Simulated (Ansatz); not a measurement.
# MgBr (SMILES [Mg][Br]): levels of theory compared

Wanted: a comparison of 4 runs (UHF/STO-3G, UHF/3-21G, UPBE/aug-cc-pVTZ, USVWN5/aug-cc-pVTZ) of MgBr. 

The calculation is run with Ansatz 0.2.0.

18 further runs of the same task are left out: 18 set aside as unsound or not needed. Runs told in other sessions of the task aren't counted.

**1. The molecule**

MgBr: 2 atoms, total charge 0, spin state doublet. SMILES: `[Mg][Br]`. The Mg1–Br2 distance was set to 4.265 Å, away from the relaxed value.

**2. The energy at UHF/STO-3G (run 1)**

File job.yaml:

```yaml
basis:
  gaussian: {orbitals: STO-3G}
crystal:
  periodic: [false, false, false]
  atoms:
    - {symbol: Mg, position_ang: [-2.609539, 0.844713, -1.352929]}
    - {symbol: Br, position_ang: [1.024100, -0.366500, 0.523200]}
magnetization: {spin_polarized: true, initial_magnetization: 1}
hamiltonian: {xc: hf}
accuracy: high
output: {orbitals: {seedname: orbitals}}
```

Started as:

```console
$ ansatz run job.yaml --threads 1 --pin off --max-ram 2610MiB --events-out events.jsonl --progress --plain --runs-dir runs
```

Output:

```text
Warning: RAYON_NUM_THREADS=1 ignored (pool sized by the plan → 1); use --threads N
Functional definition: HF
  name "HF"
  exchange = exact_x
  correlation = 0
326 factors; integrals over basis functions are off by at most 1.2e-8 eV
mean field evaluation 1: about -74603.2668 eV, gradient 5.7e0 eV
mean field evaluation 2: about -74603.2790 eV, gradient 5.7e0 eV
mean field evaluation 4: about -74603.4570 eV, gradient 5.2e-1 eV
mean field evaluation 8: about -74603.2714 eV, gradient 2.3e0 eV
mean field evaluation 16: about -74603.9645 eV, gradient 5.8e-8 eV
mean field evaluation 32: about -74603.9380 eV, gradient 4.6e-2 eV
mean field evaluation 64: about -74603.9439 eV, gradient 6.9e-2 eV
mean field evaluation 96: about -74603.3221 eV, gradient 1.7e0 eV
mean field -74603.96446146 eV, -2741.6451255753 hartree, gradient 1.2e-8 eV, S^2 0.750457; 7 other end points of the search recorded, 0 dependent functions left out
reference -74603.96446146 eV, -2741.6451255753 hartree; 24, 23 occupied and 3, 4 virtual orbitals, 326 factors
Total energy: -74603.96446146 eV, -2741.6451255753 hartree
```

Wall time 1.1 s (1 thread of Arm Neoverse V1, shared host).

**3. A single-point energy at UHF/3-21G (run 2)**

File molecule.yaml:

```yaml
crystal:
  periodic: [false, false, false]
  atoms:
    - {symbol: Mg, position_ang: [-2.609539, 0.844713, -1.352929]}
    - {symbol: Br, position_ang: [1.024100, -0.366500, 0.523200]}
basis:
  gaussian:
    orbitals: 3-21G-spherical.json
magnetization:
  spin_polarized: true
  initial_magnetization: 1
hamiltonian:
  xc: hf
accuracy: high
output: {orbitals: {seedname: orbitals}}
```

The basis set 3-21G is read from a file made from the Basis Set Exchange's data (not shown).

Started as:

```console
$ ansatz run molecule.yaml --threads 1 --pin off --max-ram 2610MiB --events-out events.jsonl --progress --plain --runs-dir runs
```

Output (excerpt; [...] marks lines left out):

```text
Warning: RAYON_NUM_THREADS=1 ignored (pool sized by the plan → 1); use --threads N
[... 2 set-up lines as earlier in the session ...]
[...]
498 factors; integrals over basis functions are off by at most 4.8e-9 eV
[...]
mean field -75062.75973359 eV, -2758.5055408437 hartree, gradient 6.8e-8 eV, S^2 0.827850; 3 other end points of the search recorded, 0 dependent functions left out
reference -75062.75973359 eV, -2758.5055408437 hartree; 24, 23 occupied and 11, 12 virtual orbitals, 498 factors
Total energy: -75062.75973359 eV, -2758.5055408437 hartree
```

It took 1.6 s on 1 thread of Arm Neoverse V1, shared host.

Run 3 isn't shown in full; the table further down has it.

**4. A single-point energy at USVWN5/aug-cc-pVTZ (run 4)**

File run.yaml:

```yaml
crystal:
  periodic: [false, false, false]
  atoms:
    - {symbol: Mg, position_ang: [-2.609539, 0.844713, -1.352929]}
    - {symbol: Br, position_ang: [1.024100, -0.366500, 0.523200]}
basis:
  gaussian:
    orbitals: aug-cc-pVTZ
magnetization:
  spin_polarized: true
  initial_magnetization: 1
hamiltonian:
  xc: {name: SVWN5}
accuracy: high
output: {orbitals: {seedname: orbitals}}
```

Started as:

```console
$ ansatz run run.yaml --threads 1 --pin off --max-ram 2610MiB --events-out events.jsonl --progress --plain --runs-dir runs
```

Output:

```text
Warning: RAYON_NUM_THREADS=1 ignored (pool sized by the plan → 1); use --threads N
Functional definition: SVWN5
  name "SVWN5"
  exchange = slater_x
  correlation = vwn5_c
1337 factors; integrals over basis functions are off by at most 4.8e-9 eV
mean field evaluation 1: about -75365.5741 eV, gradient 1.6e1 eV
mean field evaluation 2: about -75181.8070 eV, gradient 7.0e1 eV
mean field evaluation 4: about -75366.8600 eV, gradient 1.1e1 eV
mean field evaluation 8: about -75367.3076 eV, gradient 9.1e0 eV
mean field evaluation 16: about -75368.9973 eV, gradient 2.7e-2 eV
mean field evaluation 32: about -75368.1102 eV, gradient 1.8e-2 eV
mean field evaluation 64: about -75368.3400 eV, gradient 1.8e0 eV
mean field -75368.99821490 eV, -2769.7595974557 hartree, gradient 1.1e-8 eV, S^2 0.752374; 8 other end points of the search recorded, 0 dependent functions left out
reference -75368.99821854 eV, -2769.7595975893 hartree; 24, 23 occupied and 85, 86 virtual orbitals, 1337 factors
Total energy: -75368.99821854 eV, -2769.7595975893 hartree
```

It took 20 s on 1 thread of Arm Neoverse V1, shared host; peak memory 0.26 GiB.

**5. The series**

| run | level | energy (Eh) | HOMO energy (eV) | LUMO energy (eV) | ⟨S²⟩ | wall time |
| --- | --- | --- | --- | --- | --- | --- |
| 1 | UHF/STO-3G | -2741.645126 | -1.31 | 2.87 | 0.750 | 1.1 s |
| 2 | UHF/3-21G | -2758.505541 | -7.04 | -1.12 | 0.828 | 1.6 s |
| 3 | UPBE/aug-cc-pVTZ | -2773.744971 | -5.57 | -5.42 | 0.756 | 40 s |
| 4 | USVWN5/aug-cc-pVTZ | -2769.759598 | -5.62 | – | 0.752 | 20 s |

**6. Results**

```
                                 quantity           value
                      run 4: total energy  -2769.75960 Eh
run 4: HOMO energy (highest over α and β)        -5.62 eV
                              run 4: ⟨S²⟩           0.752
```

Totals of different functionals can't be ranked against each other. In run 1 the basis is minimal, so the values are rough. All runs together took 62 s, the longest 40 s.
